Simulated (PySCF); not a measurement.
# C2H4N2SiTe: the cost of one run

Computed with PySCF 2.14.0 and routines of our own; the level stands in each step. Atoms count from 0.

## Step 1: The starting structure

10 atoms, charge 0, multiplicity 1; geometry from: GFN2-xTB.

## Step 2: Relaxing the molecule at PBE0-D3(BJ)/def2-SVP

The job: settings as JSON, then the geometry in Å.

```
{"job": {"xc": "PBE0", "basis": "def2-SVP", "d3": "d3bj", "grid": 1, "maxiter": 30, "shake": 0.01, "kind": "geom"}, "charge": 0, "multiplicity": 1}
N     -1.567160     1.943940     1.447960
C     -1.524110     1.258940     0.539170
C     -1.415500     0.371670    -0.565630
N     -0.546240    -0.584250    -0.629150
Si     0.714760    -1.132360     0.335600
Te     2.678110    -0.383640    -1.004150
H     -2.066800     0.557690    -1.389240
H      0.809140    -0.687910     1.732760
H      0.619870    -2.561710     0.228480
H      2.348370     1.196710    -0.716850
```

On the command line:

```console
$ OMP_NUM_THREADS=1 python heavy_run.py task.json out
```

The driver reads the jobs from task.json and runs them one after another.

**Question.** How long does this first job take on 1 thread of Arm Neoverse V2, shared host, and how much memory does it need?

About 2.9 min, with a peak of 0.52 GiB.
